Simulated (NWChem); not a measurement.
# CH5FO2Ti (SMILES [CH3][Ti]([OH])([OH])[F]): levels of theory compared

Aim: a comparison of 4 runs (HF/STO-3G, HF/3-21G, B3LYP/6-31G*) of CH5FO2Ti. 

The calculation is run with NWChem 7.3.0.

### 1 The structure to begin with

CH5FO2Ti: 10 atoms, total charge 0, spin state singlet. SMILES: `[CH3][Ti]([OH])([OH])[F]`. Geometry: relaxed at PBE0-D4/def2-TZVP. This is one conformer, not always the lowest.

Bond lengths: C1–Ti2 2.059 Å, Ti2–O3 1.786 Å, Ti2–O4 1.778 Å, Ti2–F5 1.766 Å, C1–H6 1.094 Å, C1–H7 1.094 Å, C1–H8 1.093 Å, O3–H9 0.957 Å, O4–H10 0.956 Å. Some angles: C1–Ti2–O3 105.5°, C1–Ti2–O4 105.5°, C1–Ti2–F5 105.8°, O3–Ti2–O4 113.1°, O3–Ti2–F5 112.4°, O4–Ti2–F5 113.8°, Ti2–C1–H6 109.0°, Ti2–C1–H7 109.4°, Ti2–C1–H8 110.1°, Ti2–O3–H9 136.3°.

### 2 Energy and forces at HF/STO-3G (run 1)

ch5fo2ti.nw

```
start ch5fo2ti
memory 2200 mb

geometry units bohr noautosym nocenter noautoz
  C   -2.54357136  -0.20465734  -1.06372684
  Ti   0.82524340   0.65611291   0.68332497
  O    1.01780649  -1.41975124   3.33820120
  O    3.20365270   0.07332137  -1.61836145
  F    0.58468126   3.85900972   1.59039351
  H   -4.08785555   0.07029781   0.28270303
  H   -2.81342425   1.04218396  -2.69021411
  H   -2.53053225  -2.16921662  -1.70150940
  H    2.01350319  -2.85480926   3.80760917
  H    4.48791057   0.85056573  -2.62275089
end

basis "ao basis" spherical bse
  C library STO-3G
  Ti library STO-3G
  O library STO-3G
  F library STO-3G
  H library STO-3G
end

scf
  thresh 1e-08
  maxiter 80
end

task scf gradient
```

On the command line:

```bash
$ nwchem ch5fo2ti.nw > ch5fo2ti.out
```

Log:

```text
[...]
  functions       =    43
[...]
  wavefunction    = RHF
[...]
         Total SCF energy =  -1126.122887971371
      One-electron energy =  -2186.491255274212
      Two-electron energy =    739.852305802087
 Nuclear repulsion energy =    320.516061500754
        Time for solution =      5.6s
[...]
                         RHF ENERGY GRADIENTS
    atom               coordinates                        gradient
                 x          y          z           x          y          z
   1 C      -2.543571  -0.204657  -1.063727    0.009679  -0.000484   0.004201
   2 Ti      0.825243   0.656113   0.683325   -0.042971  -0.019758  -0.016362
   3 O       1.017806  -1.419751   3.338201    0.011164  -0.047590   0.035470
   4 O       3.203653   0.073321  -1.618361    0.047204  -0.001089  -0.049177
   5 F       0.584681   3.859010   1.590394   -0.007408   0.057620   0.013576
   6 H      -4.087856   0.070298   0.282703   -0.001200   0.003281   0.011580
   7 H      -2.813424   1.042184  -2.690214    0.005965   0.008694  -0.005684
   8 H      -2.530532  -2.169217  -1.701509    0.005963  -0.009052  -0.000447
   9 H       2.013503  -2.854809   3.807609   -0.012482   0.018259  -0.005780
  10 H       4.487911   0.850566  -2.622751   -0.015913  -0.009881   0.012624
[...]
```

It took 8.1 s on 1 thread of Intel Xeon Platinum 8488C (Sapphire Rapids), shared host; peak memory 0.1 GiB.

### 3 Energy and forces at HF/3-21G (run 2)

ch5fo2ti.nw

```
start ch5fo2ti
title "CH5FO2Ti gradient"
memory total 2200 mb
geometry units angstroms noautosym nocenter noautoz
   C    -1.346000   -0.108300   -0.562900
   Ti    0.436700    0.347200    0.361600
   O     0.538600   -0.751300    1.766500
   O     1.695300    0.038800   -0.856400
   F     0.309400    2.042100    0.841600
   H    -2.163200    0.037200    0.149600
   H    -1.488800    0.551500   -1.423600
   H    -1.339100   -1.147900   -0.900400
   H     1.065500   -1.510700    2.014900
   H     2.374900    0.450100   -1.387900
end
basis "ao basis" spherical bse
   * library 3-21G
end
scf
   thresh 1e-08
   maxiter 80
end
task scf gradient
```

On the command line:

```bash
$ nwchem ch5fo2ti.nw > ch5fo2ti.out
```

Log:

```text
[...]
  functions       =    73
[...]
  wavefunction    = RHF
[...]
         Total SCF energy =  -1132.817585824091
      One-electron energy =  -2193.332275995289
      Two-electron energy =    739.998605535002
 Nuclear repulsion energy =    320.516084636196
        Time for solution =      7.4s
[...]
                         RHF ENERGY GRADIENTS
    atom               coordinates                        gradient
                 x          y          z           x          y          z
   1 C      -2.543571  -0.204657  -1.063727   -0.001179  -0.001602  -0.000781
   2 Ti      0.825243   0.656113   0.683325   -0.002748   0.003476  -0.005536
   3 O       1.017806  -1.419751   3.338201   -0.004799  -0.014353   0.021788
   4 O       3.203652   0.073321  -1.618361    0.013656  -0.012500  -0.018001
   5 F       0.584681   3.859009   1.590393   -0.003230   0.017848   0.005304
   6 H      -4.087855   0.070298   0.282703   -0.002337   0.000906   0.003791
   7 H      -2.813424   1.042184  -2.690214    0.000933   0.003235  -0.002891
   8 H      -2.530532  -2.169216  -1.701509    0.001004  -0.004402  -0.000939
   9 H       2.013503  -2.854809   3.807609    0.001514   0.003447  -0.006719
  10 H       4.487910   0.850566  -2.622751   -0.002815   0.003945   0.003983
[...]
```

Run time: 10 s. Hardware: 1 thread of Intel Xeon Platinum 8488C (Sapphire Rapids), shared host; peak memory 0.1 GiB.

Run 3 isn't shown in full; the table further down has it.

### 4 Energy and forces at B3LYP/6-31G(d) (Cartesian functions) (run 4)

ch5fo2ti.xyz

```xyz
10
CH5FO2Ti gradient
C     -1.346000    -0.108300    -0.562900
Ti     0.436700     0.347200     0.361600
O      0.538600    -0.751300     1.766500
O      1.695300     0.038800    -0.856400
F      0.309400     2.042100     0.841600
H     -2.163200     0.037200     0.149600
H     -1.488800     0.551500    -1.423600
H     -1.339100    -1.147900    -0.900400
H      1.065500    -1.510700     2.014900
H      2.374900     0.450100    -1.387900
```

run.py

```python
from ase.io import read
from ase.calculators.nwchem import NWChem

mol = read('ch5fo2ti.xyz')

calc = NWChem(
    label='ch5fo2ti',
    theory='dft',
    memory='2200 mb',
    basis='6-31G*',
    dft={'xc': 'b3lyp', 'mult': '1', 'grid': 'fine', 'convergence': 'energy 1e-08', 'iterations': '100', 'mulliken': None},
)
mol.calc = calc

forces = mol.get_forces()
print(f"energy = {mol.get_potential_energy():.6f} eV")
print("forces (eV/A):")
for s, f in zip(mol.symbols, forces):
    print(f"{s:2s} {f[0]:10.5f} {f[1]:10.5f} {f[2]:10.5f}")
print("dipole (e A):", mol.get_dipole_moment().round(4))
```

On the command line:

```bash
$ export ASE_NWCHEM_COMMAND="nwchem PREFIX.nwi > PREFIX.nwo"
$ python run.py
```

Log:

```text
energy = -31048.419490 eV
forces (eV/A):
C     0.00915    0.00864    0.00848
Ti    0.13611    0.21582    0.07384
O    -0.27480    0.29897    0.05667
O    -0.21448   -0.24677    0.14321
F     0.01327   -0.09271   -0.00828
H    -0.12660    0.00154    0.04175
H    -0.06690    0.04921   -0.11138
H    -0.05240   -0.10865   -0.05831
H     0.26683   -0.35142    0.08690
H     0.30977    0.22538   -0.23294
dipole (e A): [ 0.4258 -0.2691 -0.1881]
```

The calculator wrote ch5fo2ti.nwi:

```
title "ch5fo2ti"

permanent_dir ch5fo2ti

scratch_dir ch5fo2ti

start ch5fo2ti

geometry units angstrom nocenter noautosym noautoz
  C  -1.3460000000000001e+00 -1.0829999999999999e-01 -5.6289999999999996e-01
  Ti 4.3669999999999998e-01 3.4720000000000001e-01 3.6159999999999998e-01
  O  5.3859999999999997e-01 -7.5129999999999997e-01 1.7665000000000000e+00
  O  1.6953000000000000e+00 3.8800000000000001e-02 -8.5640000000000005e-01
  F  3.0940000000000001e-01 2.0421000000000000e+00 8.4160000000000001e-01
  H  -2.1631999999999998e+00 3.7199999999999997e-02 1.4960000000000001e-01
  H  -1.4887999999999999e+00 5.5149999999999999e-01 -1.4236000000000000e+00
  H  -1.3391000000000000e+00 -1.1478999999999999e+00 -9.0039999999999998e-01
  H  1.0654999999999999e+00 -1.5106999999999999e+00 2.0148999999999999e+00
  H  2.3748999999999998e+00 4.5010000000000000e-01 -1.3878999999999999e+00
end

memory 2200 mb

basis noprint
   * library 6-31G*
end

dft
  xc b3lyp
  mult 1
  grid fine
  convergence energy 1e-08
  iterations 100
  mulliken
end

task dft gradient
```

ch5fo2ti.nwo:

```text
Northwest Computational Chemistry Package (NWChem) 7.3.0
             --------------------------------------------------------

           Job information
           ---------------

    nwchem branch   = 7.3.0
    use scalapack   = T
    input           = ch5fo2ti.nwi
    prefix          = ch5fo2ti.
    data base       = ch5fo2ti/ch5fo2ti.db
    status          = startup
    nproc           =        1

           Memory information
           ------------------

    heap     =     72089596 doubles =      550.0 Mbytes
    stack    =     72089601 doubles =      550.0 Mbytes
    global   =    144179200 doubles =     1100.0 Mbytes (distinct from heap & stack)
    total    =    288358397 doubles =     2200.0 Mbytes
    verify   = yes
    hardfail = no

[... 111 lines left out ...]
  convergence criterion.
[... 42 lines left out ...]
          Spatial weights used:  Erf1
[... 74 lines left out ...]
         Total DFT energy =    -1141.008380168830
[... 3 lines left out ...]
 Nuclear repulsion energy =      320.516084636195
[... 866 lines left out ...]
          Convergence on gradient requested:  5.00D-04
[... 29 lines left out ...]
          total energy or number of iterations.
[... 26 lines left out ...]
                         DFT ENERGY GRADIENTS

    atom               coordinates                        gradient
                 x          y          z           x          y          z
   1 C      -2.543571  -0.204657  -1.063727   -0.000178  -0.000168  -0.000165
   2 Ti      0.825243   0.656113   0.683325   -0.002647  -0.004197  -0.001436
   3 O       1.017806  -1.419751   3.338201    0.005344  -0.005814  -0.001102
[... 6 lines of this table left out ...]
  10 H       4.487910   0.850566  -2.622751   -0.006024  -0.004383   0.004530

                 ----------------------------------------
                 |  Time  |  1-e(secs)   |  2-e(secs)   |
                 ----------------------------------------
                 |  CPU   |       0.01   |      12.58   |
                 ----------------------------------------
                 |  WALL  |       0.01   |      12.58   |
                 ----------------------------------------

 Task  times  cpu:       58.8s     wall:       58.8s
 Total times  cpu:       58.8s     wall:       58.8s
```

Wall time 60 s (1 thread of Intel Xeon Platinum 8488C (Sapphire Rapids), shared host); peak memory 0.14 GiB.

### 5 All runs side by side

```
run                               level  iteration cap  module   energy (Eh)  dipole moment (D)  HOMO energy (eV)  LUMO energy (eV)  wall time
  1                           HF/STO-3G             80     scf  -1126.122888               2.66             -8.90              9.28      8.1 s
  2                            HF/3-21G             80     scf  -1132.817586               2.92            -11.20              1.64       10 s
  3  B3LYP/6-31G* (spherical functions)            100     dft  -1140.994015               2.58                 –                 –       57 s
  4  B3LYP/6-31G* (Cartesian functions)            100     dft  -1141.008380               2.58             -7.33             -1.30       60 s
```

### 6 Results

```
                       quantity           value
            run 4: total energy  -1141.00838 Eh
           run 4: dipole moment          2.58 D
             run 4: HOMO energy        -7.33 eV
             run 4: LUMO energy        -1.30 eV
           run 4: HOMO–LUMO gap         6.03 eV
run 4: largest force on an atom      0.450 eV/Å
```

What this shows: The dipole moment (its size) runs from 2.58 D (B3LYP/6-31G*) to 2.92 D (HF/3-21G). The two ends differ in method and basis. Over runs 1, 2, 4 the HOMO–LUMO gap runs from 6.03 eV (B3LYP/6-31G*) to 18.18 eV (HF/STO-3G). In run 1 the basis is minimal, so the values are rough. All runs together took 2.3 min, the longest 60 s.
